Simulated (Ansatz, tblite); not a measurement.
PtS2: GFN1-xTB, run from Python

These are simulated results from tblite 0.8.0, not measurements. The cell began as a measured structure and was relaxed with r2SCAN+rVV10 in plane waves (Ansatz 0.2.0). All runs are without spin polarisation.

It is trigonal, P-3m1 (No. 164); conventional cell a = 3.553 Å, c = 5.123 Å, 18.66 Å³ an atom. Pt is surrounded by 6 S at 2.39 Å; S is surrounded by 3 Pt at 2.39 Å.

tblite solves periodic systems at the zone centre alone, so the script builds a cluster of 3×3×2 conventional cells (54 atoms), which folds in a coarse mesh of k points.

run.py reads:

```python
import json
from ase import Atoms
from ase.build import make_supercell
from ase.units import Bohr, GPa, Hartree
from tblite.interface import Calculator

atoms = Atoms(['Pt', 'S', 'S'],
              cell=[[3.5526241, 0.0, 0.0], [-1.77631205, 3.07666272, 0.0], [0.0, 0.0, 5.1228306]],
              scaled_positions=[[0.0, 0.0, 0.0], [0.333333333, 0.666666667, 0.239254218], [0.666666667, 0.333333333, 0.760745782]],
              pbc=True)
cluster = make_supercell(atoms, [[3, 0, 0], [0, 3, 0], [0, 0, 2]])
calc = Calculator('GFN1-xTB', cluster.numbers, cluster.positions / Bohr, lattice=cluster.cell[:] / Bohr, periodic=cluster.pbc)
calc.set('temperature', 0.02 / Hartree)
calc.set('max-iter', 150)
res = calc.singlepoint()
levels = res.get('orbital-energies') * Hartree
nv = round(res.get('orbital-occupations').sum() / 2)
cells = len(cluster) // len(atoms)
out = {'energy_per_cell': res.get('energy') * Hartree / cells, 'homo': levels[nv - 1], 'lumo': levels[nv],
       'stress': (-res.get('virial') * Hartree / cluster.get_volume() / GPa).tolist(), 'charges': res.get('charges')[:len(atoms)].tolist(), 'electrons': 2 * nv / cells}
json.dump(out, open('results.json', 'w'))
for key, value in out.items():
    print(key, value)
```

Command: `python run.py`. It took 3.3 s on 1 thread of Arm Neoverse V1 (shared host), peak memory 0.12 GiB.

The log:

```
------------------------------------------------------------
  cycle        total energy    energy error   density error
------------------------------------------------------------
      1     -211.5942105609  -2.1122397E+02   5.5643557E-01
      2     -211.7895663230  -1.9535576E-01   5.4800603E-01
      3     -213.8287037944  -2.0391375E+00   2.5644697E-01
      4     -213.8315218497  -2.8180553E-03   1.5181206E-02
      5     -213.8334469992  -1.9251495E-03   4.0651426E-03
      6     -213.8333907285   5.6270650E-05   1.6367768E-03
      7     -213.8335136798  -1.2295132E-04   2.7721814E-04
      8     -213.8335142657  -5.8591772E-07   1.6858416E-04
      9     -213.8335147935  -5.2777480E-07   1.4507470E-05
------------------------------------------------------------

 total:                                   2.475 sec
energy_per_cell -323.2614619996429
homo -9.799360381269725
lumo -8.791986652082203
stress [[4.283607320648216, -1.0112447581685731e-05, 2.2139933492133648e-07], [-1.0112447581562247e-05, 4.28359567213566, 6.451815861714382e-08], [2.213993350111078e-07, 6.451815877369265e-08, 1.561458719219131]]
charges [0.18779863757145054, -0.09388062980407444, -0.0939240478501705]
electrons 22.0
```

The cycle table is in hartree for the whole cluster, and the lines after it are in eV (the energy for one cell). The printed stress is in GPa and positive in compression, and the pressure is its mean diagonal.

GFN1-xTB gives a gap of 1.01 eV. On the same cell, plane-wave PBE (Ansatz, 12×12×6 k points and the special points) gives a gap of 0.62 eV and r2SCAN a gap of 0.79 eV; on shared hosts these took about 6.6 and 15 core-seconds on the 3-atom cell, against 3.3 for the script. Spin-orbit coupling, left out in all these runs, can cut or reorder the gap by tenths of an eV, up to about 1 eV with Pb or Bi. xTB was fitted to molecules, so gaps, charges and pressures of solids can be far off, and the gap also depends on the size of the cluster.

The same script was run on cells scaled at fixed shape and fractional coordinates:

```csv
volume (Å³/atom),energy (meV/atom),"pressure (GPa, positive in compression)",gap (eV)
16.42,180.1,24.75,1.16
17.54,53.1,12.30,1.08
18.66,0.0,3.38,1.01
19.78,0.4,-3.15,0.94
20.90,40.2,-7.99,0.87
```

A Birch-Murnaghan fit puts the minimum at 19.20 Å³/atom, 2.9 % above the given cell, with a bulk modulus of 112 GPa at fixed shape.

xTB was fitted mostly to molecules, and a small cluster samples few k points, so gaps, pressures and kinks along a curve can be far from a solid's.

No spin-orbit coupling is included; it can move band edges with weight on the heavy atoms by tenths of an eV.
